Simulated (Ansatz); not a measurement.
# LiTlTe2: the cost of one run

Computed with Ansatz 0.2.0 (reference: DFT, HSE06, plane waves, PAW, unless a step's input says otherwise).

## 1. Starting point

Symmetry: P-4m2, No. 115, tetragonal system. The conventional cell has a = 4.598 Å, b = 4.598 Å, c = 6.473 Å, α = 90.00°, β = 90.00°, γ = 90.00°. Around Li (site symmetry -4m2) lie 4 Te at 2.74 Å. Te (site symmetry 2mm) is surrounded by 2 Li at 2.74 Å and 2 Tl at 2.88 Å. Around Tl (site symmetry -4m2) lie 4 Te at 2.88 Å.

Structure file:

```
Li Te Tl
1.0
     4.59800    0.00000    0.00000
     0.00000    4.59800    0.00000
     0.00000    0.00000    6.47346
Li Te Tl
1 2 1
Direct
  0.00000 0.00000 0.00000
  0.00000 0.50000 0.23092
  0.50000 0.00000 0.76908
  0.50000 0.50000 0.50000
```

## 2. Reference

The input, input.yaml:

```yaml
crystal:
  lattice:
    - [4.5980007822, 0.0, 0.0]
    - [0.0, 4.5980007822, 0.0]
    - [0.0, 0.0, 6.4734597936]
  atoms:
    - { symbol: Li, position: [0.0, 0.0, 0.0] }
    - { symbol: Te, position: [0.0, 0.5, 0.2309160927] }
    - { symbol: Tl, position: [0.5, 0.5, 0.5] }
    - { symbol: Te, position: [0.5, 0.0, 0.7690839073] }
kpoints:
  mp_grid: { grid: [4, 4, 2] }
hamiltonian:
  xc: hse06
scf:
  occupations: { method: fixed }
  n_extra_bands: 5
output:
  forces: true
  stress: true
  eigenvalues: true
  write_density: true
  write_potential: true
  elf: true
  volumetric_format: npy
```

Launch:

```bash
ansatz run input.yaml --threads 4 --pin off --max-ram 3686MiB --backend cpu --events-out ev --progress --plain --runs-dir out
```

What time and memory should one allow on 4 threads of Arm Neoverse N1, shared host?

About 48 s, with a peak of 1.8 GiB.
